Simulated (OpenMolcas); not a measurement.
**Re²⁺ among point charges: CASSCF and CASPT2 levels and susceptibility**

Aim: the splitting of the states of Re²⁺ in the field of 6 point charges, its lowest levels with spin-orbit coupling and its magnetic susceptibility.

The numbers are computed with OpenMolcas 26.06 (state-averaged CASSCF and CASPT2, spin-orbit coupling by RASSI with atomic mean-field integrals), except any that are marked as measured or tabulated.

### Step 1. Starting point

* Species: Re²⁺ (rhenium, Z = 75, 73 electrons)
* Basis: ANO-RCC-VTZP [8s7p5d3f2g1h], 104 functions
* Scalar Hamiltonian: DKH2, point nucleus
* Inactive shells: 1s 2s 2p 3s 3p 3d 4s 4p 4d 4f 5s 5p
* Active space: 5 electrons in 5 orbitals (5d)
* Some configurations of this space: 5d5
* Orbitals: optimised for each spin and parity, averaged over all roots

The outer shells:

5d5
```
5d [↑ ][↑ ][↑ ][↑ ][↑ ]
```

The ion sits among 6 point charges of -1.5 e arranged as a trigonal prism (D3h), 2.36 Å from the ion, with a polar angle of 44.2° against the regular 49.1°.

The work runs as a chain of OpenMolcas steps in one folder; each step below is one input file. Labels, J, g values, rates, χT and fits are worked out afterwards by a script from the matrices that RASSI stores.

### Step 2. One- and two-electron integrals

The input, a.inp:

```
&GATEWAY
Coord
1

Re 0.0 0.0 0.0
Basis=ANO-RCC-VTZP
Group=NoSym
NoMove
AngMom=0.0 0.0 0.0
AMFI
XField
6 Angstrom 0
1.645014 0.000000 1.692196 -1.500000
-0.822507 1.424624 1.692196 -1.500000
-0.822507 -1.424624 1.692196 -1.500000
1.645014 0.000000 -1.692196 -1.500000
-0.822507 1.424624 -1.692196 -1.500000
-0.822507 -1.424624 -1.692196 -1.500000
&SEWARD
```

The run is started by

```sh
> OMP_NUM_THREADS=1 MOLCAS_MEM=1689 MOLCAS_PROJECT=a pymolcas a.inp > a.log
```

### Step 3. CASSCF: sextets, 1 root

The input, a.inp:

```
&RASSCF
FileOrb=start.orb
Symmetry=1
Spin=6
nActEl=5 0 0
Inactive=34
Ras2=5
CIRoot=1 1 1
SDav=1
CIMx=300
Iter=120 100
PrWF=0.3
OrbListing=Nothing
MaxOrb=0
>>> COPY $Project.JobIph JOB001
```

start.orb holds the contracted functions of the basis, ordered by shell, or the orbitals of the step before.

### Step 4. CASSCF: quartets, 24 roots

The input, a.inp:

```
&RASSCF
FileOrb=start.orb
Symmetry=1
Spin=4
nActEl=5 0 0
Inactive=34
Ras2=5
CIRoot=24 24 1
SDav=24
CIMx=300
Iter=120 100
PrWF=0.3
OrbListing=Nothing
MaxOrb=0
>>> COPY $Project.JobIph JOB002
```

### Step 5. CASSCF: doublets, 75 roots

The input, a.inp:

```
&RASSCF
FileOrb=start.orb
Symmetry=1
Spin=2
nActEl=5 0 0
Inactive=34
Ras2=5
CIRoot=75 75 1
SDav=75
CIMx=300
Iter=120 100
PrWF=0.3
OrbListing=Nothing
MaxOrb=0
>>> COPY $Project.JobIph JOB003
```

### Step 6. RASSI: spin-orbit coupling between the states

The input, a.inp:

```
&RASSI
NrOfJobIphs=3 1 24 75
1
1 2 3 4 5 6 7 8 9 10 11 12 13 14 15 16 17 18 19 20 21 22 23 24
1 2 3 4 5 6 7 8 9 10 11 12 13 14 15 16 17 18 19 20 21 22 23 24 25 26 27
28 29 30 31 32 33 34 35 36 37 38 39 40 41 42 43 44 45 46 47 48 49 50 51
52 53 54 55 56 57 58 59 60 61 62 63 64 65 66 67 68 69 70 71 72 73 74 75
IphNames
JOB001
JOB002
JOB003
EJob
SpinOrbit
DIPRint=1.0
SOCoupling=1000.0
Subsets=2
Property=9
'ANGMOM' 1 'ANGMOM' 2 'ANGMOM' 3 'MLTPL  1' 1 'MLTPL  1' 2 'MLTPL  1' 3
'AMFI' 1 'AMFI' 2 'AMFI' 3
SOProperty=3
'ANGMOM' 1 'ANGMOM' 2 'ANGMOM' 3
```

### Step 7. CASPT2: IPEA 0.25, imaginary shift 0.1 (closed shells correlated: 4f 5s 5p)

The input, a.inp:

```
>>> COPY JOB001 $Project.JobIph
&CASPT2
Multistate=1 1
Frozen=23
IPEA=0.25
Imaginary=0.1
MaxIter=60
WThr=0.0 0.3 0.05
PrWF=0.5
NoMix
>>> COPY JOB002 $Project.JobIph
&CASPT2
Multistate=24 1 2 3 4 5 6 7 8 9 10 11 12 13 14 15 16 17 18 19 20 21 22
23 24
NoMult
Frozen=23
IPEA=0.25
Imaginary=0.1
MaxIter=60
WThr=0.0 0.3 0.05
PrWF=0.5
NoMix
>>> COPY JOB003 $Project.JobIph
&CASPT2
Multistate=75 1 2 3 4 5 6 7 8 9 10 11 12 13 14 15 16 17 18 19 20 21 22
23 24 25 26 27 28 29 30 31 32 33 34 35 36 37 38 39 40 41 42 43 44 45 46
47 48 49 50 51 52 53 54 55 56 57 58 59 60 61 62 63 64 65 66 67 68 69 70
71 72 73 74 75
NoMult
Frozen=23
IPEA=0.25
Imaginary=0.1
MaxIter=60
WThr=0.0 0.3 0.05
PrWF=0.5
NoMix
```

(Steps that only read results are left out.)

**Question.** What will these runs give? Wanted: spin-free ground state; lowest level; next level.

The runs gave:

| quantity | value |
| --- | --- |
| method | SS-CASPT2, IPEA 0.25, imaginary shift 0.1 (closed shells correlated: 4f 5s 5p) |
| spin-free ground state | 6A1, 1-fold in its orbital part |
| lowest level | 2-fold E1/2, g = 0.00, 0.00, 9.65 |
| next level | 293.8 cm⁻¹ |
| χT at 300 K | 3.96 cm³ K/mol |
| effective moment at 300 K | 5.63 μB |

Cost by method:

```csv
method,time of its own steps,time with the reference
A. CASSCF,36 s,36 s
"B. SS-CASPT2, IPEA 0.25, imaginary shift 0.1, +4f 5s 5p",1.9 min,2.5 min
```

Times are of one thread on a shared host.

In words: The spin-free ground state (6A1) comes to 100 % from free-ion S terms and keeps the highest spin of the shell. χT at 300 K is 3.96, against 4.39 cm³ K/mol for the spin alone, so spin-orbit coupling lowers it. An active space of the d shell alone favours high spin; real ions in strong fields can be low spin. CASPT2 does not keep the components of a term degenerate, and the means are used. The field of point charges can differ much from that of real complexes. With metal d orbitals alone active, the gaps between spin states are rough; where two lie within a few thousand cm-1, their order is open. Point charges carry no covalency, so the field is a model and not that of real ligands.
